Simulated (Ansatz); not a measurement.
# BrCdF: the cost of one run

Program: Ansatz 0.2.0, Gaussian basis. Level of theory: the settings change from run to run. These are calculated values, not measurements.

### Step 1. The relaxed structure

The geometry comes from an earlier relaxation with PBE0-D4 in a triple-zeta def2 set; it is a stationary point. Cd takes a core potential in def2 sets; no spin-orbit term is included.

3 atoms, charge 0, spin multiplicity 1.

Atoms are counted from 1 here; the program's logs count them from 0.

Bond lengths: F1–Cd2 1.934 Å, Cd2–Br3 2.384 Å. Angles: F1–Cd2–Br3 180.0°.

Geometry (Å):

| atom | x (Å) | y (Å) | z (Å) |
| --- | --- | --- | --- |
| F1 | -0.47966 | 2.00653 | -0.05175 |
| Cd2 | -0.03793 | 0.12458 | -0.00784 |
| Br3 | 0.50669 | -2.19581 | 0.04629 |

### Step 2. r2SCANh/ANO-RCC-VTZP

This run has atoms shaken by 0.15 Å, a grid of angular degree 23.

Contents of in.yaml:

```yaml
crystal:
  periodic: [false, false, false]
  atoms:
    - {symbol: F, position_ang: [-0.709378, 1.915644, -0.180643]}
    - {symbol: Cd, position_ang: [-0.314162, 0.221562, -0.039778]}
    - {symbol: Br, position_ang: [0.211659, -2.045509, -0.022735]}
basis:
  gaussian: {orbitals: ANO-RCC-VTZP, final_grid: {core_spheres: 8, valence_spheres: 7, degree: 23}}
hamiltonian: {xc: {name: r2SCANh}}
```

The run is started by

```console
$ ansatz run in.yaml --threads 4 --pin off --events-out ev --progress --plain --max-ram 10444MiB
```

Q: Estimate wall time and peak memory on 4 threads of Arm Neoverse V2, shared host.

About 4.6 s, with a peak of 0.37 GiB.
